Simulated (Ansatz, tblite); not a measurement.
# The cluster AgGe₅+: a ladder of methods and basis sets

One table from this session's results is given with a row withheld; the runs are named, their logs left out.

Computed with Ansatz 0.2.0, Gaussian basis. Level: as each input shows.

Plan: GFN1-xTB, GFN2-xTB, PBE-D4/def2-TZVP, r2SCAN-D4/def2-TZVP, B97M-V/def2-TZVP, BLYP-D4/def2-TZVP, HF/def2-TZVP, PBE-D4/def2-SVP, PBE0-D4/def2-SVP, MP2/def2-TZVP, RPA/def2-TZVP.

6 further runs of the same task are left out: 6 set aside as unsound or not needed.

### The relaxed structure

The geometry is that of the singlet, from an earlier relaxation (PBE-D4/def2-SVP). At that level it is the lowest of the isomers that a small search found.

6 atoms, charge 1, spin multiplicity 1.

Bond lengths: Ag1–Ge2 3.078 Å, Ag1–Ge3 2.612 Å, Ag1–Ge5 2.612 Å, Ag1–Ge6 3.067 Å, Ge2–Ge3 2.570 Å, Ge2–Ge4 2.451 Å, Ge2–Ge5 2.570 Å, Ge3–Ge6 2.573 Å, Ge4–Ge6 2.451 Å, Ge5–Ge6 2.573 Å. Angles: Ge2–Ag1–Ge3 52.9°, Ge2–Ag1–Ge5 52.9°, Ge2–Ag1–Ge6 65.3°, Ge3–Ag1–Ge5 88.9°, Ge3–Ag1–Ge6 53.1°, Ge5–Ag1–Ge6 53.1°, Ag1–Ge2–Ge3 54.2°, Ag1–Ge2–Ge4 104.7°, Ag1–Ge2–Ge5 54.2°, Ge3–Ge2–Ge4 76.8°, Ge3–Ge2–Ge5 90.8°, Ge4–Ge2–Ge5 76.8°, Ag1–Ge3–Ge2 72.9°, Ag1–Ge3–Ge6 72.5°, Ge2–Ge3–Ge6 80.2°, Ge2–Ge4–Ge6 85.0°, Ag1–Ge5–Ge2 72.9°, Ag1–Ge5–Ge6 72.5° and more.

Ag takes a core potential in the def2 sets. No spin-orbit coupling is included. The ion is computed in the gas phase, without counter-ions or solvent.

PBE0-D4/def2-TZVP was run before; its log isn't repeated, and its numbers join the tables.

The first run:

Tight binding, by tblite at 300 K electronic temperature and without a spin-polarisation term:

```python
tblite.interface.Calculator('GFN1-xTB', numbers, positions, charge=1, uhf=0).singlepoint()
```

Tight binding, by tblite at 300 K electronic temperature and without a spin-polarisation term:

```python
tblite.interface.Calculator('GFN2-xTB', numbers, positions, charge=1, uhf=0).singlepoint()
```

start.molden holds the orbitals of an earlier run on this state, given as this run's starting guess.

Input file in.yaml:

```yaml
crystal:
  periodic: [false, false, false]
  atoms:
    - {symbol: Ag, position_ang: [1.932113, 0.664730, -0.858769]}
    - {symbol: Ge, position_ang: [0.109124, -1.692562, -0.089398]}
    - {symbol: Ge, position_ang: [-0.446414, 0.140522, -1.803273]}
    - {symbol: Ge, position_ang: [-1.900303, -0.645453, 0.844894]}
    - {symbol: Ge, position_ang: [1.061903, 0.061774, 1.529445]}
    - {symbol: Ge, position_ang: [-0.756423, 1.470980, 0.377091]}
basis:
  gaussian: {orbitals: def2-TZVP, initial_orbitals: start.molden}
total_charge: 1
hamiltonian: {xc: pbe, dispersion: d4}
scf: {omitted_lower_state_checks: [starts]}
output: {forces: true, orbitals: {seedname: orbitals}}
```

On the command line:

```console
ansatz run in.yaml --threads 4 --pin off --events-out ev --progress --plain --max-ram 4787MiB
```

Among the steps run: PBE-D4/def2-TZVP; r2SCAN-D4/def2-TZVP; B97M-V/def2-TZVP; BLYP-D4/def2-TZVP; HF/def2-TZVP; PBE-D4/def2-SVP; PBE0-D4/def2-SVP; MP2/def2-TZVP; RPA/def2-TZVP.

One of the session's tables, all rows but one given; the rest of the session is left out.

| level | HOMO (eV) | LUMO (eV) | gap (eV) |
| --- | --- | --- | --- |
| HF/def2-TZVP | -12.09 | -4.86 | 7.22 |
| PBE-D4/def2-SVP | -10.14 | -8.23 | 1.91 |
| PBE-D4/def2-TZVP | -10.06 | -8.15 | 1.91 |
| BLYP-D4/def2-TZVP | -9.84 | -7.99 | 1.85 |
| r2SCAN-D4/def2-TZVP | -10.27 | -8.20 | 2.07 |
| B97M-V/def2-TZVP | ? | ? | ? |
| PBE0-D4/def2-SVP | -10.87 | -7.65 | 3.22 |
| PBE0-D4/def2-TZVP | -10.78 | -7.55 | 3.23 |

**Question.** Estimate the row for B97M-V/def2-TZVP.

The run gave: HOMO (eV): -10.06; LUMO (eV): -8.00; gap (eV): 2.06.
